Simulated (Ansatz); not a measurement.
# ClFH4OSi2: a ladder of functionals and wavefunction methods

Aim: compute ClFH4OSi2 with functionals from several rungs and with coupled cluster. The yardstick is the atomisation energy at the CCSD(T) limit.

Computed with Ansatz 0.2.0, Gaussian basis. Level: functionals in def2-TZVPP, the program's frozen cores in correlated methods.

Plan: LDA (SPW92), PBE-D4, revPBE-D4, BLYP-D4, r2SCAN-D4, B97M-V, PBE0-D4, B3LYP-D4, r2SCANh-D4, r2SCAN0-D4, HSE06-D4, BHLYP-D4, CAM-B3LYP-D4, LC-ωPBE, ωB97X-V, ωB97M-V, B2PLYP, PBE-QIDH; CCSD(T)/def2-SVP; CCSD(T)/def2-TZVPP; MP2/def2-QZVPP; extrapolation to the limit; RPA on PBE.

## 1. The geometry

An earlier PBE0-D4 in a triple-zeta def2 set relaxation fixed the geometry.

9 atoms, charge 0, spin multiplicity 1.

Atoms are counted from 1 here; the program's logs count them from 0.

Bond lengths: O1–Si2 1.631 Å, O1–H6 0.961 Å, Si2–F3 1.599 Å, Si2–Si4 2.352 Å, Si2–H7 1.479 Å, Si4–Cl5 2.075 Å, Si4–H8 1.483 Å, Si4–H9 1.485 Å. Angles: Si2–O1–H6 117.4°, O1–Si2–F3 111.2°, O1–Si2–Si4 108.3°, O1–Si2–H7 106.7°, F3–Si2–Si4 107.1°, F3–Si2–H7 107.2°, Si4–Si2–H7 116.4°, Si2–Si4–Cl5 104.1°, Si2–Si4–H8 114.7°, Si2–Si4–H9 112.7°, Cl5–Si4–H8 108.0°, Cl5–Si4–H9 107.5°, H8–Si4–H9 109.4°.

Geometry (Å):

```xyz
9

O     1.0430    1.6510   -0.3677
Si    1.0042    0.0251   -0.4917
F     0.8572   -0.4349   -2.0164
Si   -0.8954   -0.7583    0.6519
Cl   -2.3038    0.7413    0.3809
H     0.2035    2.1171   -0.3965
H     2.3116   -0.4689   -0.0090
H    -1.4634   -2.0206    0.1192
H    -0.6680   -0.8981    2.1123
```

## 2. LDA

This LDA is Slater exchange with PW92 correlation.

The input, in.yaml:

```yaml
crystal:
  periodic: [false, false, false]
  atoms:
    - {symbol: O, position_ang: [1.042954, 1.651026, -0.367652]}
    - {symbol: Si, position_ang: [1.004183, 0.025064, -0.491708]}
    - {symbol: F, position_ang: [0.857198, -0.434855, -2.016446]}
    - {symbol: Si, position_ang: [-0.895419, -0.758271, 0.651854]}
    - {symbol: Cl, position_ang: [-2.303836, 0.741310, 0.380931]}
    - {symbol: H, position_ang: [0.203454, 2.117098, -0.396523]}
    - {symbol: H, position_ang: [2.311627, -0.468925, -0.009025]}
    - {symbol: H, position_ang: [-1.463436, -2.020585, 0.119158]}
    - {symbol: H, position_ang: [-0.668026, -0.898062, 2.112310]}
basis:
  gaussian: {orbitals: def2-TZVPP}
hamiltonian: {xc: lda}
output: {orbitals: {seedname: orbitals}}
```

After this run come: PBE-D4 (GGA); revPBE-D4 (GGA); BLYP-D4 (GGA); r2SCAN-D4 (meta-GGA); B97M-V (meta-GGA); PBE0-D4 (hybrid); B3LYP-D4 (hybrid); r2SCANh-D4 (hybrid); r2SCAN0-D4 (hybrid); HSE06-D4 (hybrid); BHLYP-D4 (hybrid); CAM-B3LYP-D4 (range-separated); LC-ωPBE-D4 (range-separated); ωB97X-V (range-separated); ωB97M-V (range-separated); B2PLYP (double hybrid); PBE-QIDH (double hybrid); CCSD(T) in def2-SVP; CCSD(T) in def2-TZVPP; MP2 in def2-QZVPP; RPA on PBE orbitals.

Before running them: what should the planned runs give, taken together? Wanted: atomisation energy, CCSD(T)/CBS; farthest beyond LDA; mean size of error, GGA; mean size of error, meta-GGA; mean size of error, hybrid; mean size of error, range-separated; mean size of error, double hybrid; gap, smallest and largest; T1 diagnostic.

**Answer**, as computed:

| quantity | value |
| --- | --- |
| atomisation energy, CCSD(T)/CBS | 752.1 kcal/mol |
| functionals within 3.8 kcal/mol (0.5 %) | PBE-D4, r2SCAN-D4, B97M-V, ωB97X-V, ωB97M-V |
| farthest beyond LDA | BHLYP-D4 (-28.6 kcal/mol) |
| mean size of error, GGA | 11.8 kcal/mol |
| mean size of error, meta-GGA | 2.1 kcal/mol |
| mean size of error, hybrid | 15.4 kcal/mol |
| mean size of error, range-separated | 5.1 kcal/mol |
| mean size of error, double hybrid | 15.1 kcal/mol |
| gap, smallest and largest | 4.92 eV (LDA (SPW92)), 11.98 eV (LC-ωPBE) |
| T1 diagnostic | 0.0118 |
| triples share of the correlation energy | 3.4 % |

In words: LDA overbinds by 94.0 kcal/mol (12 %). PBE-D4 is off by -2.5 kcal/mol. Double hybrids carry the basis error of their MP2 part in triple zeta, and no dispersion term here, so their miss is partly the set-up's. Taken by rung, meta-GGA functionals do best (2.1 kcal/mol on average) and hybrid ones worst beyond LDA (15.4 kcal/mol). The mean of the hybrids holds BHLYP, with half exact exchange. Misses under about 3.8 kcal/mol are within the doubt on the reference itself, which lacks core-valence correlation, relativity and higher excitations. Hartree-Fock recovers 73 % of the binding; the rest is correlation. CCSD(T) in def2-SVP is off by -70.9 kcal/mol, so the small basis spoils what the method gains. Orbital gaps span 4.9 to 12.0 eV; exact exchange widens them.
